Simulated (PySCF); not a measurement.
**InH₃: the energy surface near the minimum**

How stiff is InH₃ (singlet) against rigid distortions? The scans start from its PBE minimum.

Method: PBE, basis In def2-TZVP with ECP28, H def2-TZVP, scalar-relativistic core potentials, no spin–orbit coupling, density fitting; program: PySCF 2.14.0.

## Step 1: Where the work starts

4 atoms, charge 0, spin multiplicity 1.

Bond lengths: In1–H2 1.737 Å, In1–H3 1.737 Å, In1–H4 1.737 Å. Angles: H2–In1–H3 120.0°, H2–In1–H4 120.0°, H3–In1–H4 120.0°.

```xyz
4
charge 0 multiplicity 1
In    0.0000    0.0000    0.0000
H     1.7367    0.0000    0.0000
H    -0.8683    1.5040    0.0000
H    -0.8683   -1.5040    0.0000
```

## Step 2: Breathing scan

One driver script runs all scans and calls PySCF for each point, on a (75, 302) grid.

A rigid scan with PBE: all bonds to the central atom are scaled together. Each point starts from its neighbour's orbitals, and energies count from the minimum.

| scale of all bonds to the centre | energy (kJ/mol) |
| --- | --- |
| 0.88 | 97.0 |
| 0.92 | 38.8 |
| 0.96 | 8.8 |
| 1.00 | 0.0 |
| 1.04 | 7.2 |
| 1.08 | 26.1 |
| 1.14 | 69.9 |
| 1.22 | 144.6 |
| 1.35 | 277.8 |

The scan needed 8.3 s of wall time on 4 threads, shared host.

## Step 3: Stretching one bond

A rigid scan with PBE: the bond from In to the last atom (H) is scaled and the rest held.

| scale of one bond | energy (kJ/mol) | dipole size (D) |
| --- | --- | --- |
| 0.92 | 12.8 | 0.30 |
| 0.96 | 2.9 | 0.15 |
| 1.00 | 0.0 | 0.00 |
| 1.05 | 3.6 | 0.20 |
| 1.12 | 18.0 | 0.48 |
| 1.20 | 42.5 | 0.80 |
| 1.35 | 97.6 | 1.39 |
| 1.55 | 170.8 | 2.09 |
| 1.80 | 246.4 | 2.80 |
| 2.20 | 326.5 | 3.54 |

The scan took 10 s.

A restricted determinant lies too high at long bonds, where the pair should uncouple.

## Step 4: Umbrella curve

A rigid scan with PBE: angle between each bond and the threefold axis, bonds fixed.

| angle of the bonds to the threefold axis (°) | energy (kJ/mol) | dipole size (D) |
| --- | --- | --- |
| 55 | 217.6 | 3.23 |
| 60 | 158.5 | 2.84 |
| 65 | 109.7 | 2.41 |
| 70 | 70.2 | 1.95 |
| 75 | 39.5 | 1.47 |
| 80 | 17.6 | 0.99 |
| 85 | 4.4 | 0.50 |
| 90 | 0.0 | 0.00 |

The scan took 6.8 s.

## Step 5: Umbrella–stretch map

A rigid scan with PBE: rows, all bonds scaled; columns, angle to the threefold axis.

Energy (kJ/mol):

| scale \ angle | 60 | 66 | 72 | 78 | 84 | 90 |
| --- | --- | --- | --- | --- | --- | --- |
| 0.95 | 184.1 | 122.9 | 75.6 | 41.5 | 20.9 | 14.1 |
| 0.98 | 165.2 | 106.2 | 60.8 | 28.3 | 8.6 | 2.1 |
| 1.00 | 158.5 | 101.0 | 56.9 | 25.3 | 6.3 | 0.0 |
| 1.03 | 155.9 | 100.6 | 58.3 | 28.2 | 10.2 | 4.1 |
| 1.07 | 163.6 | 111.2 | 71.3 | 43.0 | 26.1 | 20.5 |

The map took 31 s.

Best bond scale on the grid: 1.03 at 60°, 1.03 at 66°, 1.00 at 72°, 1.00 at 78°, 1.00 at 84°, 1.00 at 90°.

## Step 6: Outcome

```
            quantity        value
all bonds 4 % longer   7.2 kJ/mol
one bond 20 % longer  42.5 kJ/mol
```

**Reading.** Shortening all bonds by 4 % costs 8.8 kJ/mol and lengthening them 7.2: the wall is steeper on the short side.
